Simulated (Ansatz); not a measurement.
# Si₂H₄O₂: reading failed and doubtful runs

Aim: try 3 inputs for Si₂H₄O₂ as typed, read how each ends, and find what has to change.

Method: the settings change from run to run; program: Ansatz 0.2.0, Gaussian basis.

### 1 The relaxed structure

An earlier PBE0-D4 in a triple-zeta def2 set relaxation fixed the geometry.

8 atoms, charge 0, spin multiplicity 1.

Atoms are counted from 1 here; the program's logs count them from 0.

Bond lengths: O1–Si2 1.631 Å, O1–H5 0.960 Å, Si2–O3 1.590 Å, Si2–H6 1.481 Å, O3–Si4 1.687 Å, Si4–H7 1.501 Å, Si4–H8 1.506 Å. Angles: Si2–O1–H5 119.1°, O1–Si2–O3 117.9°, O1–Si2–H6 106.7°, O3–Si2–H6 113.5°, Si2–O3–Si4 159.0°, O3–Si4–H7 104.1°, O3–Si4–H8 105.0°, H7–Si4–H8 104.1°.

Coordinates:

```xyz
8
H4O2Si2
O    -1.8103    0.6271    1.0471
Si   -1.1824    0.5378   -0.4553
O     0.3448    0.1207   -0.5987
Si    1.8795   -0.4184   -0.1498
H    -1.6183   -0.0721    1.6762
H    -1.5119    1.8142   -1.1305
H     2.3591   -1.1940   -1.3421
H     1.6317   -1.4723    0.8974
```

### 2 Attempt 1

in.yaml

```yaml
crystal:
  periodic: [false, false, false]
  atoms:
    - {symbol: O, position_ang: [-1.672233, 0.715909, 1.117166]}
    - {symbol: Si, position_ang: [-1.149332, 0.377525, -0.466411]}
    - {symbol: O, position_ang: [0.483463, 0.091941, -0.575525]}
    - {symbol: Si, position_ang: [1.899296, -0.473066, -0.115511]}
    - {symbol: H, position_ang: [-1.614113, -0.057981, 1.665653]}
    - {symbol: H, position_ang: [-1.462915, 1.929688, -1.038469]}
    - {symbol: H, position_ang: [2.363302, -1.136603, -1.439123]}
    - {symbol: H, position_ang: [1.644308, -1.377008, 0.985565]}
basis:
  gaussian: {orbitals: cc-pVTZ-DK, final_grid: {core_spheres: 1, valence_spheres: 1, degree: 1}}
hamiltonian: {xc: {name: PBE}}
output: {forces: true}
```

Launch:

```
> ansatz run in.yaml --threads 2 --pin off --events-out ev --progress --plain --max-ram 4352MiB
```

Output, shortened:

```text
Functional definition: PBE
  name "PBE"
  cite "Perdew, Burke & Ernzerhof, Phys. Rev. Lett. 77, 3865 (1996) doi:10.1103/PhysRevLett.77.3865"
  parent pbe
[...]
1112 factors; their error is unknown
[...]
a density is far from that of the atoms, so the factors are made again for it
1630 factors; integrals over basis functions are off by at most 1.5e-4 eV
[...]
mean field -20145.12780089 eV, -740.3197918248 hartree, gradient 3.3e-5 eV, S^2 0.000000; 0 other end points of the search recorded, 0 dependent functions left out
[...]
reference -20145.12799348 eV, -740.3197989021 hartree; 24, 24 occupied and 160, 160 virtual orbitals, 1630 factors
Total energy: -20145.12799348 eV, -740.3197989021 hartree
Relativity: scalar
Atom 0 at    -1.672233     0.715909     1.117166 Å, force  -105.892487   -13.860344    15.745108 eV/Å
Atom 1 at    -1.149332     0.377525    -0.466411 Å, force   302.548213    66.111733    89.174778 eV/Å
Atom 2 at     0.483463     0.091941    -0.575525 Å, force  -171.701801  -102.785596  -120.792049 eV/Å
Atom 3 at     1.899296    -0.473066    -0.115511 Å, force   -50.931868    39.297257     0.026948 eV/Å
Atom 4 at    -1.614113    -0.057981     1.665653 Å, force     0.950236    15.670585   -11.430823 eV/Å
Atom 5 at    -1.462915     1.929688    -1.038469 Å, force    -0.220752   -20.292074    10.509645 eV/Å
Atom 6 at     2.363302    -1.136603    -1.439123 Å, force     4.929240    13.976876    23.029233 eV/Å
Atom 7 at     1.644308    -1.377008     0.985565 Å, force    20.319220     1.881564    -6.262839 eV/Å
Dipole moment:    -2.088900    -0.106483    -1.083980 e Å
```

Wall time 8.5 s (2 threads of Arm Neoverse V1, shared host).

What is wrong: It ended without an error, which proves nothing about the input. The integration grid is far too coarse. Its coordinates are also moved off the relaxed structure. Its energy carries the error of the grid. Fix: drop final_grid and take the default grid.

### 3 Attempt 2

in.yaml

```yaml
crystal:
  periodic: [false, false, false]
  atoms:
    - {symbol: O, position_ang: [-1.810253, 0.627103, 1.047056]}
    - {symbol: Si, position_ang: [-1.182383, 0.537808, -0.455257]}
    - {symbol: O, position_ang: [0.344824, 0.120673, -0.598678]}
    - {symbol: Si, position_ang: [1.879455, -0.418372, -0.149801]}
    - {symbol: H, position_ang: [-1.618289, -0.072065, 1.676202]}
    - {symbol: H, position_ang: [-1.511936, 1.814165, -1.130497]}
    - {symbol: H, position_ang: [2.359055, -1.194044, -1.342056]}
    - {symbol: H, position_ang: [1.631727, -1.472269, 0.897431]}
basis:
  gaussian: {orbitals: def2-TZVPPP, nuclear_model: gaussian}
hamiltonian: {xc: {name: r2SCAN}, dispersion: rvv10}
output: {forces: true}
```

The command is unchanged.

Output:

```text
Error: <dir> can't be read: No such file or directory (os error 2)
```

Wall time 0.05 s (2 threads of Arm Neoverse V1, shared host).

**Diagnosis.** The program refused the input before any cycle. The line that matters: «<dir> can't be read: No such file or directory (os error 2)» The program finds no basis under the name given. The cure: choose a basis that the program's library holds for every element.

### 4 Attempt 3

in.yaml

```yaml
crystal:
  periodic: [false, false, false]
  atoms:
    - {symbol: O, position_ang: [-3.982556, 1.379627, 2.303524]}
    - {symbol: Si, position_ang: [-2.601243, 1.183178, -1.001565]}
    - {symbol: O, position_ang: [0.758612, 0.265481, -1.317092]}
    - {symbol: Si, position_ang: [4.134801, -0.920417, -0.329562]}
    - {symbol: H, position_ang: [-3.560235, -0.158543, 3.687645]}
    - {symbol: H, position_ang: [-3.326260, 3.991162, -2.487092]}
    - {symbol: H, position_ang: [5.189920, -2.626897, -2.952522]}
    - {symbol: H, position_ang: [3.589799, -3.238991, 1.974347]}
basis:
  gaussian: {orbitals: STO-3G}
hamiltonian: {xc: {name: B97}}
scf: {lower_state_search: full}
output: {forces: true}
```

Launched as before.

Output, shortened:

```text
Functional definition: B97
  name "B97"
  cite "Becke, J. Chem. Phys. 107, 8554 (1997) doi:10.1063/1.475007"
[...]
      + integral(e_c_pw_opposite_spin*poly(b97_u_opposite, cos0, cos1, cos2))
358 factors; integrals over basis functions are off by at most 2.3e-5 eV
[...]
mean field -19629.95410688 eV, -721.3875077672 hartree, gradient 2.1e-8 eV, S^2 0.000000; 12 other end points of the search recorded, 0 dependent functions left out
[...]
reference -19629.95413504 eV, -721.3875088018 hartree; 24, 24 occupied and 8, 8 virtual orbitals, 358 factors
Total energy: -19629.95413504 eV, -721.3875088018 hartree
Atom 0 at    -3.982556     1.379627     2.303524 Å, force     1.167378    -3.002074     1.839259 eV/Å
Atom 1 at    -2.601243     1.183178    -1.001565 Å, force    -0.224419     1.371045     0.089346 eV/Å
Atom 2 at     0.758612     0.265481    -1.317092 Å, force    -0.317837     0.097263     0.133469 eV/Å
Atom 3 at     4.134801    -0.920417    -0.329562 Å, force     0.010186    -1.957433    -0.266889 eV/Å
Atom 4 at    -3.560235    -0.158543     3.687645 Å, force    -0.783387     3.023820    -2.841480 eV/Å
Atom 5 at    -3.326260     3.991162    -2.487092 Å, force     0.413573    -1.571850     0.855686 eV/Å
Atom 6 at     5.189920    -2.626897    -2.952522 Å, force    -0.551509     0.872098     1.381153 eV/Å
Atom 7 at     3.589799    -3.238991     1.974347 Å, force     0.286015     1.167132    -1.190545 eV/Å
Dipole moment:     0.343028     0.285974    -0.479329 e Å
```

Run time: 15 s. Hardware: 2 threads of Arm Neoverse V1, shared host.

**Diagnosis.** It ended without an error, which proves nothing about the input. The geometry is stretched to more than twice its size. The shortest distance is 2.11 Å (O1–H5), against 0.96 Å in the relaxed molecule. Its energy is no property of the relaxed molecule. To mend it, use the relaxed coordinates.

### 5 How the tries ended

```tsv
attempt	level	ended	cause	time
1	PBE/cc-pVTZ-DK	converged	the integration grid is far too coarse	8.5 s
2	r2SCAN/def2-TZVPPP	refused	the program finds no basis under the name given	0.05 s
3	B97/STO-3G	converged	the geometry is stretched to more than twice its size	15 s
```

2 converged, 1 refused. A refusal costs next to no computing time. The dangerous case is the input that converges on a wrong geometry, charge, spin, basis or grid: often only a look at the input shows it.
